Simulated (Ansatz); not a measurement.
**AlH₃STe (SMILES [SH][AlH][TeH]): one structure at several levels**

One table from this session's results is given with a row withheld; the runs are named, their logs left out.

Program: Ansatz 0.2.0, Gaussian basis. Level of theory: single points in def2-TZVPP. These are calculated values, not measurements.

Correlated methods freeze the cores. Filled d shells of the heavier atoms are correlated. Core potentials replace the inner electrons past krypton, and spin-orbit coupling is left out.

### Starting geometry

6 atoms, charge 0, spin multiplicity 1.

Atoms are counted from 1 here; the program's logs count them from 0.

Bond lengths: S1–Al2 2.279 Å, S1–H4 1.356 Å, Al2–Te3 2.601 Å, Al2–H5 1.653 Å, Te3–H6 1.699 Å. Angles: Al2–S1–H4 90.4°, S1–Al2–Te3 124.4°, S1–Al2–H5 109.4°, Te3–Al2–H5 126.2°, Al2–Te3–H6 80.5°.

As a file:

```
S     1.2800   -0.0344   -1.3854
Al   -0.5441   -0.0643   -0.0196
Te   -0.4418   -0.3774    2.5609
H     0.4755   -0.0846   -2.4758
H    -1.9092    0.1667   -0.9227
H     1.1020    0.2829    2.2983
```

Set-up of the first run:

run/in.yaml

```yaml
crystal:
  periodic: [false, false, false]
  atoms:
    - {symbol: S, position_ang: [1.280000, -0.034400, -1.385400]}
    - {symbol: Al, position_ang: [-0.544100, -0.064300, -0.019600]}
    - {symbol: Te, position_ang: [-0.441800, -0.377400, 2.560900]}
    - {symbol: H, position_ang: [0.475500, -0.084600, -2.475800]}
    - {symbol: H, position_ang: [-1.909200, 0.166700, -0.922700]}
    - {symbol: H, position_ang: [1.102000, 0.282900, 2.298300]}
basis:
  gaussian: {orbitals: def2-TZVPP}
correlation: {method: ccsd_t}
output: {forces: true}
```

The command line of these runs was not kept.

Among the steps run: CCSD(T)/def2-TZVPP; PBE0-D4/def2-TZVPP; wB97M-V/def2-TZVPP; r2SCAN-D4/def2-TZVPP; PBE-D4/def2-TZVPP; BLYP-D4/def2-TZVPP; revPBE-D4/def2-TZVPP.

One table of the session follows, with a row left open; its other results are not shown here.

| method | RMS force component (eV/Å) | angle to CCSD(T) forces (°) | dipole (D) |
| --- | --- | --- | --- |
| CCSD(T) | 0.520 | reference | 0.92 |
| PBE0-D4 | 0.503 | 5.0 | 0.93 |
| wB97M-V | 0.560 | 2.5 | 0.93 |
| r2SCAN-D4 | ? | ? | ? |
| PBE-D4 | 0.393 | 17.0 | 0.87 |
| BLYP-D4 | 0.392 | 21.1 | 0.90 |
| revPBE-D4 | 0.376 | 18.5 | 0.88 |

Q: Estimate the row for r2SCAN-D4 from the others.

As computed: RMS force component (eV/Å): 0.490; angle to CCSD(T) forces (°): 5.1; dipole (D): 0.87. In the column «RMS force component (eV/Å)» it lies between PBE-D4 (0.393) and PBE0-D4 (0.503).
